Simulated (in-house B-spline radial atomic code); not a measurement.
**Cs⁷⁺: ionisation energy by several methods**

How far do functionals differ on the ionisation energy of Cs⁷⁺? Each run solves Cs⁷⁺ and then the next ion ([Kr] 4d10 5s1).

Program: in-house B-spline radial atomic code version 1. Level of theory: scalar-relativistic (X2C), several functionals, spin-polarised; spherical all-electron atom at the radial basis limit. These are calculated values, not measurements, unless marked.

### 1 What is computed

| Item | Value |
| --- | --- |
| element | caesium (Z = 55) |
| charge | +7 |
| electrons | 48 |
| configuration | [Kr] 4d10 5s2 |
| nucleus | Fermi, rms radius 4.804 fm |

Outer shells as boxes (Hund's rule):

[Kr] 4d10 5s2
```
[Kr] core
4d [↑↓][↑↓][↑↓][↑↓][↑↓]
5s [↑↓]
```

Where spins are not typed, each open shell is filled with up spins first.

### 2 CAM-B3LYP, a range-separated hybrid

Input settings:

```ini
Z = 55
electrons = 48.0
configuration = [Kr] 4d10 5s2
hamiltonian = x2c
method = camb3lyp
spin_polarised = True
nucleus = fermi
rms_radius = 4.8041
mass_number = 133
atomic_mass = 132.905451958
speed_of_light = 137.035999084
```

### 3 PBE0, a global hybrid

Settings: those of step 2 with these lines changed.

```diff
@@ -4,3 +4,3 @@
 hamiltonian = x2c
-method = camb3lyp
+method = pbe0
 spin_polarised = True
```

### 4 r2SCAN0, a global hybrid

Settings: those of step 3 with these lines changed.

```diff
@@ -4,3 +4,3 @@
 hamiltonian = x2c
-method = pbe0
+method = r2scan0
 spin_polarised = True
```

### 5 BHandHLYP, a global hybrid

Settings: those of step 4 with these lines changed.

```diff
@@ -4,3 +4,3 @@
 hamiltonian = x2c
-method = r2scan0
+method = bhandhlyp
 spin_polarised = True
```

### 6 HSE06, a range-separated hybrid

Settings: those of step 5 with these lines changed.

```diff
@@ -4,3 +4,3 @@
 hamiltonian = x2c
-method = bhandhlyp
+method = hse06
 spin_polarised = True
```

### 7 r2SCAN, a meta-GGA

Settings: those of step 6 with these lines changed.

```diff
@@ -4,3 +4,3 @@
 hamiltonian = x2c
-method = hse06
+method = r2scan
 spin_polarised = True
```

Before running: The tabulated ionisation energy is 110.1 ± 0.6 eV (semi-empirical; NIST Atomic Spectra Database). What does each method give, and which comes nearest?

**Answer**, as computed:

| method | rung | total energy (hartree) | ΔSCF (eV) | −ε highest (eV) | ΔSCF less tabulated (eV) |
| --- | --- | --- | --- | --- | --- |
| r2SCAN | meta-GGA | -7774.6267 | 110.43 | 104.54 (5s up) | +0.33 |
| PBE0 | global hybrid | -7774.2868 | 110.88 | 105.89 (5s up) | +0.78 |
| r2SCAN0 | global hybrid | -7774.5956 | 110.28 | 105.91 (5s up) | +0.18 |
| BHandHLYP | global hybrid | -7774.6513 | 110.68 | 107.28 (5s up) | +0.58 |
| CAM-B3LYP | range-separated hybrid | -7775.0417 | 111.39 | 107.79 (5s up) | +1.29 |
| HSE06 | range-separated hybrid | -7774.1949 | 110.93 | 105.57 (5s up) | +0.83 |

The tabulated ionisation energy is 110.1 ± 0.6 eV (semi-empirical; NIST Atomic Spectra Database). r2SCAN0 comes nearest (+0.18 eV) and CAM-B3LYP is farthest (+1.29 eV, 1.2 %). Mean absolute error by rung (exchange-only levels left out): meta-GGA 0.33 eV, global hybrid 0.51 eV, range-separated hybrid 1.06 eV. Relativistic terms that these runs lack can be as large as the gaps between close methods, so the nearest may be so by luck. Spin-orbit coupling is left out. For the semilocal functionals minus the highest level recovers only 95 % of their own ΔSCF value, a mark of self-interaction.
